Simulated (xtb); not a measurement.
**GFN1-xTB (ALPB toluene, surface grid extreme) run of C6H16InN (InEt2(NMe2))**

Aim: a geometry optimisation of C6H16InN (InEt2(NMe2)). 

The results are computed with xtb 6.7.1.

1 further run of the same task is left out (set aside as unsound or not needed).

## 1. The structure to begin with

C6H16InN: 24 atoms, total charge 0, spin state singlet. SMILES: `C[CH2][In]([CH2]C)[N](C)C`. Geometry: optimised at GFN1-xTB. This is one conformer, not always the lowest. The run starts from this shape.

Some bond lengths: In1–C2 2.320 Å, C2–C3 1.528 Å, In1–C9 2.321 Å, C9–C10 1.526 Å, In1–N16 2.216 Å, N16–C17 1.469 Å, N16–C18 1.469 Å, C2–H4 1.094 Å, C2–H5 1.093 Å, C3–H6 1.094 Å, C3–H7 1.092 Å, C3–H8 1.091 Å, C9–H11 1.095 Å, C9–H12 1.096 Å, C10–H13 1.094 Å, C10–H14 1.091 Å. Some angles: In1–C2–C3 110.1°, C2–In1–C9 123.4°, C2–In1–N16 110.4°, C9–In1–N16 112.3°, In1–C9–C10 118.4°, In1–N16–C17 118.4°, In1–N16–C18 118.2°, C17–N16–C18 108.7°, In1–C2–H4 109.2°, In1–C2–H5 110.4°.

## 2. A structure relaxation at GFN1-xTB (ALPB toluene, surface grid extreme)

input.inp reads:

```
$gbsa
   gbsagrid=extreme
$end
```

mol.xyz reads:

```xyz
24
C6H16InN
In     0.38466     0.35090    -0.57122
C      2.66896     0.01880    -0.33516
C      3.03451    -0.08122     1.14482
H      3.20370     0.85618    -0.79311
H      2.97634    -0.89335    -0.85355
H      4.11414    -0.21782     1.25726
H      2.75240     0.82452     1.68538
H      2.53690    -0.92922     1.61833
C     -0.66650     2.36790    -0.10920
C     -1.96434     2.69422    -0.84340
H      0.06056     3.16782    -0.28275
H     -0.85778     2.32701     0.96943
H     -2.36267     3.65061    -0.49118
H     -1.80165     2.77295    -1.91934
H     -2.72220     1.92958    -0.66892
N     -0.73614    -1.38359     0.23359
C     -2.20235    -1.36752     0.14981
C     -0.26006    -2.73326    -0.09910
H     -2.57091    -1.63051    -0.85118
H     -2.57235    -0.37377     0.41165
H     -2.61281    -2.08832     0.86537
H      0.83113    -2.75848    -0.05160
H     -0.65477    -3.44597     0.63314
H     -0.57876    -3.05748    -1.09905
```

On the command line:

```sh
$ xtb mol.xyz --alpb toluene --input input.inp -o --gfn1 > run.log 2> xtb.err
```

Q: Predict the results. Wanted: total energy at the end; dipole moment; HOMO energy; LUMO energy; HOMO–LUMO gap; dispersion energy; solvent term in the energy.

Answer, from the run:

At GFN1-xTB (ALPB toluene, surface grid extreme):

```
                  quantity          value
   total energy at the end   -25.98007 Eh
             dipole moment         1.98 D
               HOMO energy       -9.39 eV
               LUMO energy       -7.26 eV
             HOMO–LUMO gap        2.13 eV
         dispersion energy  -23.98 kJ/mol
solvent term in the energy   -41.5 kJ/mol
```

**Reading.** At the final geometry: Some bond lengths: In1–C2 2.327 Å, C2–C3 1.528 Å, In1–C9 2.328 Å, C9–C10 1.527 Å, In1–N16 2.233 Å, N16–C17 1.469 Å, N16–C18 1.470 Å, C2–H4 1.094 Å, C2–H5 1.093 Å, C3–H6 1.094 Å, C3–H7 1.092 Å, C3–H8 1.092 Å, C9–H11 1.095 Å, C9–H12 1.096 Å, C10–H13 1.094 Å, C10–H14 1.091 Å. Some angles: In1–C2–C3 110.4°, C2–In1–C9 123.9°, C2–In1–N16 110.3°, C9–In1–N16 112.1°, In1–C9–C10 119.0°, In1–N16–C17 118.6°, In1–N16–C18 118.4°, C17–N16–C18 108.7°, In1–C2–H4 108.9°, In1–C2–H5 110.2°. The optimisation took 4 steps and changed the energy by -0.002 eV. Mulliken charges run from -0.45 on N16 to +0.47 on In1.
